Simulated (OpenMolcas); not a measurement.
# Ru²⁺ among point charges: CASSCF and CASPT2 levels and susceptibility

Aim: the splitting of the states of Ru²⁺ in the field of 6 point charges, its lowest levels with spin-orbit coupling and its magnetic susceptibility.

Program: OpenMolcas 26.06. Level of theory: state-averaged CASSCF and CASPT2, spin-orbit coupling by RASSI with atomic mean-field integrals. These are calculated values, not measurements, unless marked.

**1. The atom as given**

```
Species                           : Ru²⁺ (ruthenium, Z = 44, 42 electrons)
Basis                             : ANO-RCC-VDZP [6s5p3d1f], 43 functions
Scalar Hamiltonian                : DKH2, point nucleus
Inactive shells                   : 1s 2s 2p 3s 3p 3d 4s 4p
Active space                      : 6 electrons in 5 orbitals (4d)
Some configurations of this space : 4d⁶
Orbitals                          : optimised for each spin and parity, averaged over all roots
```

Outer shells as boxes (Hund's rule):

4d6
```
4d [↑↓][↑ ][↑ ][↑ ][↑ ]
```

The ion sits among 6 point charges of -1.1 e arranged as an octahedron (Oh), 2.01 Å from the ion.

The work runs as a chain of OpenMolcas steps in one folder; each step below is one input file. Labels, J, g values, rates, χT and fits are worked out afterwards by a script from the matrices that RASSI stores. The input lists half of the charges; inversion (Group=XYZ) makes the rest.

**2. One- and two-electron integrals**

a.inp reads:

```
&GATEWAY
Coord
1

Ru 0.0 0.0 0.0
Basis=ANO-RCC-VDZP
Group=XYZ
NoMove
AngMom=0.0 0.0 0.0
AMFI
XField
3 Angstrom 0
2.010000 0.000000 0.000000 -1.100000
0.000000 2.010000 0.000000 -1.100000
0.000000 0.000000 2.010000 -1.100000
&SEWARD
```

Launch:

```sh
$ OMP_NUM_THREADS=1 MOLCAS_MEM=1689 MOLCAS_PROJECT=a pymolcas a.inp > a.log
```

Standard output:

```text
Basis set label: RU.ANO-RCC...6S5P3D1F.

      Electronic valence basis set:
      ------------------
      Associated Effective Charge  44.000000 au
      Associated Actual Charge     44.000000 au
      Nuclear Model: Point charge

      Shell  nPrim  nBasis  Cartesian Spherical Contaminant
         s      21       6        X
         p      18       5        X
         d      13       3                 X
         f       6       1                 X
                  Relativistic Douglas-Kroll-Hess integrals:
                    - DKH order of Hamiltonian: 2
                    - DKH order of Properties : 0
                  Atomic mean-field integrals
```

**3. CASSCF: quintets of even parity, 5 roots**

a.inp reads:

```
&RASSCF
FileOrb=start.orb
Symmetry=1
Spin=5
nActEl=6 0 0
Inactive=9 9
Ras2=5 0
CIRoot=5 5 1
SDav=5
CIMx=300
Iter=120 100
PrWF=0.3
OrbListing=Nothing
MaxOrb=0
>>> COPY $Project.JobIph JOB001
```

Launch:

```sh
$ OMP_NUM_THREADS=1 MOLCAS_MEM=1689 MOLCAS_PROJECT=a pymolcas a.inp > a.log
```

start.orb holds the contracted functions of the basis, ordered by shell, or the orbitals of the step before.

Standard output, cut to the lines that bear on the results:

```text
[...]
      Number of active orbitals                  5
[...]
      Spin quantum number                      2.0
[...]
      Active orbitals                            5   0
[...]
      Number of CSFs                             5
      Number of root(s) required                 5
[...]
      Convergence after  8 iterations
[...]
      Natural orbitals and occupation numbers for root  1
      sym 1:   1.000000   2.000000   1.000000   1.000000   1.000000
      Natural orbitals and occupation numbers for root  2
      sym 1:   1.000000   2.000000   1.000000   1.000000   1.000000
      Natural orbitals and occupation numbers for root  3
      sym 1:   1.000000   1.000000   1.000000   2.000000   1.000000
::    RASSCF root number  1 Total energy:  -4530.05815961
::    RASSCF root number  2 Total energy:  -4530.05815961
::    RASSCF root number  3 Total energy:  -4530.05815961
::    RASSCF root number  4 Total energy:  -4530.02162922
::    RASSCF root number  5 Total energy:  -4530.02162922
```

**4. Reference wave functions, triplets of even parity, 45 roots**

a.inp reads:

```
&RASSCF
FileOrb=start.orb
Symmetry=1
Spin=3
nActEl=6 0 0
Inactive=9 9
Ras2=5 0
CIRoot=45 45 1
SDav=45
CIMx=300
Iter=120 100
PrWF=0.3
OrbListing=Nothing
MaxOrb=0
>>> COPY $Project.JobIph JOB002
```

Standard output, cut to the lines that bear on the results:

```text
[...]
      Number of active orbitals                  5
[...]
      Spin quantum number                      1.0
[...]
      Active orbitals                            5   0
[...]
      Number of CSFs                            45
      Number of root(s) required                45
[...]
      Convergence after  7 iterations
[...]
      Natural orbitals and occupation numbers for root  1
      sym 1:   1.259392   1.710906   0.788472   1.932879   0.308351
      Natural orbitals and occupation numbers for root  2
      sym 1:   1.710381   1.259917   0.787896   1.932887   0.308920
      Natural orbitals and occupation numbers for root  3
      sym 1:   1.925888   1.929813   0.070227   1.044412   1.029660
::    RASSCF root number  1 Total energy:  -4530.00386802
::    RASSCF root number  2 Total energy:  -4530.00386802
::    RASSCF root number  3 Total energy:  -4530.00386802
[...]
::    RASSCF root number 27 Total energy:  -4529.92866674
::    RASSCF root number 28 Total energy:  -4529.92430220
::    RASSCF root number 29 Total energy:  -4529.92430220
::    RASSCF root number 30 Total energy:  -4529.92430220
```

**5. Reference wave functions, singlets of even parity, 50 roots**

a.inp reads:

```
&RASSCF
FileOrb=start.orb
Symmetry=1
Spin=1
nActEl=6 0 0
Inactive=9 9
Ras2=5 0
CIRoot=50 50 1
SDav=50
CIMx=300
Iter=120 100
PrWF=0.3
OrbListing=Nothing
MaxOrb=0
>>> COPY $Project.JobIph JOB003
```

Standard output, cut to the lines that bear on the results:

```text
[...]
      Number of active orbitals                  5
[...]
      Spin quantum number                      0.0
[...]
      Active orbitals                            5   0
[...]
      Number of CSFs                            50
      Number of root(s) required                50
[...]
      Convergence after  6 iterations
[...]
      Natural orbitals and occupation numbers for root  1
      sym 1:   1.951520   1.951520   0.072720   1.951520   0.072720
      Natural orbitals and occupation numbers for root  2
      sym 1:   1.674890   1.963061   0.718616   1.296842   0.346590
      Natural orbitals and occupation numbers for root  3
      sym 1:   1.628379   1.345295   0.393642   1.961282   0.671402
::    RASSCF root number  1 Total energy:  -4529.99410673
::    RASSCF root number  2 Total energy:  -4529.96920366
::    RASSCF root number  3 Total energy:  -4529.96920366
[...]
::    RASSCF root number 27 Total energy:  -4529.87636008
::    RASSCF root number 28 Total energy:  -4529.87636008
::    RASSCF root number 29 Total energy:  -4529.87520607
::    RASSCF root number 30 Total energy:  -4529.86643947
```

**6. State interaction with spin-orbit coupling**

a.inp reads:

```
&RASSI
NrOfJobIphs=3 5 45 50
1 2 3 4 5
1 2 3 4 5 6 7 8 9 10 11 12 13 14 15 16 17 18 19 20 21 22 23 24 25 26 27
28 29 30 31 32 33 34 35 36 37 38 39 40 41 42 43 44 45
1 2 3 4 5 6 7 8 9 10 11 12 13 14 15 16 17 18 19 20 21 22 23 24 25 26 27
28 29 30 31 32 33 34 35 36 37 38 39 40 41 42 43 44 45 46 47 48 49 50
IphNames
JOB001
JOB002
JOB003
EJob
SpinOrbit
DIPRint=1.0
SOCoupling=1000.0
Subsets=2
Property=9
'ANGMOM' 1 'ANGMOM' 2 'ANGMOM' 3 'MLTPL  1' 1 'MLTPL  1' 2 'MLTPL  1' 3
'AMFI' 1 'AMFI' 2 'AMFI' 3
SOProperty=3
'ANGMOM' 1 'ANGMOM' 2 'ANGMOM' 3
```

Standard output, cut to the lines that bear on the results:

```text
SPIN-FREE ENERGIES:
  (Shifted by EMIN (a.u.) =      -4530.0581596094)
 SF State       Relative EMIN(au)   Rel lowest level(eV)    D:o, cm**(-1)      L_eff
     1             0.0000000000        0.0000000000              0.0000         2.0
     2             0.0000000000        0.0000000000              0.0000         2.0
     3             0.0000000000        0.0000000000              0.0000         2.0
     4             0.0365303920        0.9940426078           8017.4943         2.0
     5             0.0365303920        0.9940426078           8017.4943         2.0
     6             0.0542915851        1.4773492919          11915.6256         3.9
     7             0.0542915851        1.4773492919          11915.6256         3.9
     8             0.0542915851        1.4773492919          11915.6256         3.9
    51             0.0640528755        1.7429675360          14057.9812         4.8
    10             0.0676265301        1.8402116301          14842.3078         4.4
[...]
Eigenvalues of complex Hamiltonian:
   -----------------------------------
  (Shifted by EMIN (a.u.) =      -4530.0581596094)
 SO State       Relative EMIN(au)   Rel lowest level(eV)    D:o, cm**(-1)     J-value
     1            -0.0044682781        0.0000000000              0.0000         2.9
     2            -0.0044682781        0.0000000000              0.0000         3.3
     3            -0.0044682781        0.0000000000              0.0000         2.9
     4            -0.0027038931        0.0480113623            387.2378         2.6
     5            -0.0027038931        0.0480113623            387.2378         2.9
     6            -0.0023197727        0.0584638109            471.5424         2.1
     7            -0.0023197727        0.0584638108            471.5424         3.0
     8            -0.0023197727        0.0584638108            471.5424         3.0
     9            -0.0002186193        0.1156391076            932.6923         2.3
    10             0.0008364903        0.1443501006           1164.2621         1.9
    11             0.0008364903        0.1443501006           1164.2621         2.3
[...]
```

These steps: 23 s of run time, 1 thread of Arm Neoverse V1, shared host.

Spin-free states, with their symmetry labels:

```csv
state,degeneracy,E (cm-1),free-ion L (%)
5T2,3,0,D (100)
5E,2,8017,D (100)
3T1,3,11916,H (53)
1A1,1,14058,G (51)
3T2,3,14842,H (57)
3T1,3,17768,H (68)
1T1,3,19524,I (62)
3T2,3,19537,G (69)
3E,2,20079,H (56)
3T1,3,20750,P (49)
3T2,3,24112,F (68)
1T2,3,24468,I (92)
3A2,1,24664,F (100)
3T1,3,25724,H (49)
3E,2,26302,G (53)
1E,2,26744,G (72)
1A1,1,27479,I (51)
3A1,1,28420,G (100)
1T2,3,28630,I (40)
3T2,3,29378,D (71)
1T1,3,29907,G (59)
1A2,1,30238,I (91)
3T1,3,31442,G (35)
3E,2,33304,D (89)
```

With spin-orbit coupling:

```json
{"E (cm-1)": "0.0", "Degeneracy": "3", "Label": "T2", "2S+1": "5"}
{"E (cm-1)": "387.2", "Degeneracy": "2", "Label": "E", "2S+1": "5"}
{"E (cm-1)": "471.5", "Degeneracy": "3", "Label": "T1", "2S+1": "5"}
{"E (cm-1)": "932.7", "Degeneracy": "1", "Label": "A1", "2S+1": "5"}
{"E (cm-1)": "1164", "Degeneracy": "3", "Label": "T1", "2S+1": "5"}
{"E (cm-1)": "1277", "Degeneracy": "3", "Label": "T2", "2S+1": "5"}
{"E (cm-1)": "8837", "Degeneracy": "1", "Label": "A2", "2S+1": "5"}
{"E (cm-1)": "8840", "Degeneracy": "3", "Label": "T2", "2S+1": "5"}
{"E (cm-1)": "8844", "Degeneracy": "2", "Label": "E", "2S+1": "5"}
{"E (cm-1)": "8878", "Degeneracy": "3", "Label": "T1", "2S+1": "5"}
{"E (cm-1)": "8906", "Degeneracy": "1", "Label": "A1", "2S+1": "5"}
{"E (cm-1)": "11733", "Degeneracy": "1", "Label": "A1", "2S+1": "3"}
{"E (cm-1)": "12177", "Degeneracy": "2", "Label": "E", "2S+1": "3"}
{"E (cm-1)": "12354", "Degeneracy": "3", "Label": "T2", "2S+1": "3"}
{"E (cm-1)": "13228", "Degeneracy": "3", "Label": "T1", "2S+1": "3"}
{"E (cm-1)": "15105", "Degeneracy": "3", "Label": "T1", "2S+1": "3"}
{"E (cm-1)": "15582", "Degeneracy": "2", "Label": "E", "2S+1": "3"}
{"E (cm-1)": "15793", "Degeneracy": "3", "Label": "T2", "2S+1": "3"}
{"E (cm-1)": "15826", "Degeneracy": "1", "Label": "A2", "2S+1": "3"}
{"E (cm-1)": "16613", "Degeneracy": "1", "Label": "A1", "2S+1": "1"}
{"E (cm-1)": "18085", "Degeneracy": "3", "Label": "T1", "2S+1": "3"}
{"E (cm-1)": "18191", "Degeneracy": "2", "Label": "E", "2S+1": "3"}
{"E (cm-1)": "18455", "Degeneracy": "3", "Label": "T2", "2S+1": "3"}
{"E (cm-1)": "18894", "Degeneracy": "1", "Label": "A1", "2S+1": "3"}
```

The table of states holds 24 of 43 computed; the rest, higher up, is left out.

Powder χT (cm³ K/mol): 3.26 at 2 K, 3.27 at 5 K, 3.30 at 10 K, 3.36 at 20 K, 3.53 at 50 K, 3.81 at 100 K, 4.04 at 150 K, 4.20 at 200 K, 4.30 at 250 K, 4.35 at 300 K.

**7. CASPT2: IPEA 0.25, imaginary shift 0.1 (closed shells correlated: 4s 4p)**

a.inp reads:

```
>>> COPY JOB001 $Project.JobIph
&CASPT2
Multistate=5 1 2 3 4 5
NoMult
Frozen=8 6
IPEA=0.25
Imaginary=0.1
MaxIter=60
WThr=0.0 0.3 0.05
PrWF=0.5
NoMix
>>> COPY JOB002 $Project.JobIph
&CASPT2
Multistate=45 1 2 3 4 5 6 7 8 9 10 11 12 13 14 15 16 17 18 19 20 21 22
23 24 25 26 27 28 29 30 31 32 33 34 35 36 37 38 39 40 41 42 43 44 45
NoMult
Frozen=8 6
IPEA=0.25
Imaginary=0.1
MaxIter=60
WThr=0.0 0.3 0.05
PrWF=0.5
NoMix
>>> COPY JOB003 $Project.JobIph
&CASPT2
Multistate=50 1 2 3 4 5 6 7 8 9 10 11 12 13 14 15 16 17 18 19 20 21 22
23 24 25 26 27 28 29 30 31 32 33 34 35 36 37 38 39 40 41 42 43 44 45 46
47 48 49 50
NoMult
Frozen=8 6
IPEA=0.25
Imaginary=0.1
MaxIter=60
WThr=0.0 0.3 0.05
PrWF=0.5
NoMix
```

Standard output, cut to the lines that bear on the results:

```text
[...]
      Active orbitals                            5   0
[...]
      E2 (Variational):          -0.2957710168
      Total energy:           -4530.3539306262
[...]
::    CASPT2 Root  1     Total energy:  -4530.35393063
::    CASPT2 Root  2     Total energy:  -4530.35393029
[...]
::    CASPT2 Root 27     Total energy:  -4530.19019287
::    CASPT2 Root 28     Total energy:  -4530.18997661
::    CASPT2 Root 29     Total energy:  -4530.19012498
::    CASPT2 Root 30     Total energy:  -4530.18082918
```

This run took 7.2 s in all on 1 thread of Arm Neoverse V1, shared host.

SS-CASPT2: lowest energy less the reference's lowest, -0.2958 hartree; reference weights 0.921 to 0.937.

Spin-free states, with their symmetry labels:

```csv
state,degeneracy,E (cm-1),free-ion L (%)
5T2,3,0,D (100)
5E,2,8625,D (100)
3T1,3,10720,H (53)
1A1,1,13192,G (51)
3T2,3,13510,H (57)
3T1,3,16574,H (68)
1T1,3,17806,I (62)
3T2,3,17962,G (69)
3T1,3,18619,P (49)
3E,2,18727,H (56)
3T2,3,21827,F (68)
3A2,1,22615,F (100)
1T2,3,22930,I (92)
3T1,3,24760,H (49)
1E,2,24852,G (72)
1A1,1,25119,I (51)
3E,2,25379,G (53)
1T2,3,25749,I (40)
3T2,3,26757,D (71)
3A1,1,27042,G (100)
1T1,3,27747,G (59)
1A2,1,28844,I (91)
3T1,3,30176,G (35)
3E,2,30678,D (89)
```

With spin-orbit coupling:

| E (cm-1) | Degeneracy | Label | 2S+1 |
| --- | --- | --- | --- |
| 0 | 3 | T2 | 5 |
| 380 | 2 | E | 5 |
| 470 | 3 | T1 | 5 |
| 930 | 1 | A1 | 5 |
| 1160 | 3 | T1 | 5 |
| 1270 | 3 | T2 | 5 |
| 9390 | 2 | E | 5 |
| 9410 | 3 | T2 | 5 |
| 9420 | 1 | A2 | 5 |
| 9420 | 3 | T1 | 5 |
| 9440 | 1 | A1 | 5 |
| 10640 | 1 | A1 | 3 |
| 10990 | 2 | E | 3 |
| 11170 | 3 | T2 | 3 |
| 12040 | 3 | T1 | 3 |
| 13780 | 3 | T1 | 3 |
| 14270 | 2 | E | 3 |
| 14470 | 3 | T2 | 3 |
| 14500 | 1 | A2 | 3 |
| 15640 | 1 | A1 | 1 |
| 16820 | 3 | T1 | 3 |
| 16920 | 2 | E | 3 |
| 17230 | 3 | T2 | 3 |
| 17730 | 1 | A1 | 3 |

Powder χT (cm³ K/mol): 3.24 at 2 K, 3.26 at 5 K, 3.29 at 10 K, 3.35 at 20 K, 3.52 at 50 K, 3.79 at 100 K, 4.02 at 150 K, 4.18 at 200 K, 4.28 at 250 K, 4.33 at 300 K.

**8. The methods side by side**

A. CASSCF
B. SS-CASPT2, IPEA 0.25, imaginary shift 0.1 (closed shells correlated: 4s 4p)

```csv
method,ground state,first state of that spin (cm-1),first gap with spin-orbit (cm-1),χT at 300 K
A,5T2,5E 8017,387.2,4.35
B,5T2,5E 8625,384.8,4.33
```

**9. Results**

| quantity | value |
| --- | --- |
| method | SS-CASPT2, IPEA 0.25, imaginary shift 0.1 (closed shells correlated: 4s 4p) |
| spin-free ground state | 5T2, 3-fold in its orbital part |
| first state of the same spin within the active space | 5E at 8620 cm⁻¹ |
| lowest level | 3-fold T2 |
| next level | 384.8 cm⁻¹ |
| χT at 300 K | 4.33 cm³ K/mol |
| effective moment at 300 K | 5.89 μB |

Cost by method:

```csv
method,time of its own steps,time with the reference
A. CASSCF,23 s,23 s
"B. SS-CASPT2, IPEA 0.25, imaginary shift 0.1, +4s 4p",7.2 s,30 s
```

Times are of one thread on a shared host.

**Reading.** The spin-free ground state (5T2) comes to 100 % from free-ion D terms and keeps the highest spin of the shell. χT at 300 K is 4.33, against 3.01 cm³ K/mol for the spin alone, so orbital moment adds to it. An active space of the d shell alone favours high spin; real ions in strong fields can be low spin. CASPT2 does not keep the components of a term degenerate, and the means are used. The field of point charges can differ much from that of real complexes. With metal d orbitals alone active, the gaps between spin states are rough; where two lie within a few thousand cm-1, their order is open. Point charges carry no covalency, so the field is a model and not that of real ligands.
